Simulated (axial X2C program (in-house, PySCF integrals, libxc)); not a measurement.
# ClGaCl⁺: bond lengths and stretches, held linear

How do method and spin–orbit coupling move the bonds and stretches of ClGaCl⁺, held linear?

Program: an in-house X2C program for linear molecules on PySCF integrals. Level of theory: all-electron X2C, two-component (2c) or spin-free, Cl dyall-av3z, Ga dyall-v3z. These are calculated values, not measurements.

All values are calculated.

1 further run of the same task is left out (set aside as unsound or not needed).

## 1. The job

task.json reads:

```json
{"zs": [17, 31, 17], "q": 1, "bas": ["dyall-av3z", "dyall-v3z", "dyall-av3z"], "r0": [2.23, 2.23], "symm": 1, "scan": ["PBE0", "HF", "LDA"], "levels": ["PBE0", "HF", "TPSSh"], "nst": 2}
```

Keys: zs atomic numbers; q charge; bas basis sets; r0 starting distance in Å; symm equal bonds; scan levels of the two-bond scan (MP2 follows by itself at each HF point); levels methods; nst determinants followed.

On the command line:

```console
> python solin.py task.json out
```

Masses Cl 34.969, Ga 68.926, Cl 34.969 u.

## 2. Scan at PBE0, 2c

State: Ω = 0 (all partner blocks equally filled). Energies above the lowest point, from the job's result record:

```tsv
r(Cl–Ga) (Å)	r(Ga–Cl) (Å)	E (meV)
1.9705	1.9705	57.18
1.9705	2.0210	28.98
1.9705	2.0715	59.71
2.0210	1.9705	28.98
2.0210	2.0210	0.00
2.0210	2.0715	29.80
2.0210	2.1221	106.05
2.0715	1.9705	59.71
2.0715	2.0210	29.80
2.0715	2.0715	58.54
2.1221	2.0210	106.05
2.1221	2.1221	207.35
```

A quadratic surface with cubic terms in each bond gives the minimum at 2.019 and 2.019 Å, force constants 3.72, 3.72 and coupling -0.07 mdyn/Å.

## 3. Scan at HF, 2c

State: Ω = 0 (all partner blocks equally filled). Energies above the lowest point, from the job's result record:

```tsv
r(Cl–Ga) (Å)	r(Ga–Cl) (Å)	E (meV)
1.9705	1.9705	80.42
1.9705	2.0210	40.16
1.9705	2.0715	64.52
2.0210	1.9705	40.16
2.0210	2.0210	0.00
2.0210	2.0715	24.32
2.0210	2.1221	100.12
2.0715	1.9705	64.52
2.0715	2.0210	24.32
2.0715	2.0715	48.48
2.1221	2.0210	100.12
2.1221	2.1221	199.12
```

A quadratic surface with cubic terms in each bond gives the minimum at 2.026 and 2.026 Å, force constants 3.97, 3.97 and coupling -0.01 mdyn/Å.

## 4. Scan at LDA, 2c

State: Ω = 0 (all partner blocks equally filled). Energies above the lowest point, from the job's result record:

```tsv
r(Cl–Ga) (Å)	r(Ga–Cl) (Å)	E (meV)
1.9705	1.9705	21.35
1.9705	2.0210	11.27
1.9705	2.0715	56.09
2.0210	1.9705	11.27
2.0210	2.0210	0.00
2.0210	2.0715	43.46
2.0210	2.1221	129.83
2.0715	1.9705	56.09
2.0715	2.0210	43.46
2.0715	2.0715	85.43
2.1221	2.0210	129.83
2.1221	2.1221	253.18
```

A quadratic surface with cubic terms in each bond gives the minimum at 2.004 and 2.004 Å, force constants 3.68, 3.68 and coupling -0.09 mdyn/Å.

## 5. Comparison

| level | r(Cl–Ga) (Å) | r(Ga–Cl) (Å) | lower stretch (cm⁻¹) | upper stretch (cm⁻¹) |
| --- | --- | --- | --- | --- |
| PBE0, 2c | 2.019 | 2.019 | 421.1 | 608.6 |
| HF, 2c | 2.026 | 2.026 | 438.4 | 623.9 |
| LDA, 2c | 2.004 | 2.004 | 417.2 | 607.4 |
| MP2, 2c | 2.018 | 2.018 | 430.6 | 619.3 |
| PBE0, spin-free | 2.018 | 2.018 | 421.3 | 608.8 |
| HF, spin-free | 2.025 | 2.025 | 438.6 | 624.2 |
| LDA, spin-free | 2.004 | 2.004 | 417.4 | 607.7 |
| MP2, spin-free | 2.018 | 2.018 | 430.8 | 619.5 |

Scans not shown above were run alike.

**Reading.** Over the levels the Cl–Ga bond spans 2.004 to 2.026 Å and the Ga–Cl bond 2.004 to 2.026 Å. At PBE0 spin–orbit coupling leaves both bonds unchanged to 0.001 Å. Each state is one determinant, the lowest of a limited PBE0 search; the stretches come from a fit to few points and are good to some per cent at best. The stretches are sorted by size, and where the two bonds are alike the symmetric and antisymmetric modes can swap order between levels. MP2 freezes inner shells (threshold -2 hartree). The molecule was held linear; bending was not examined, so a bent shape may lie lower.
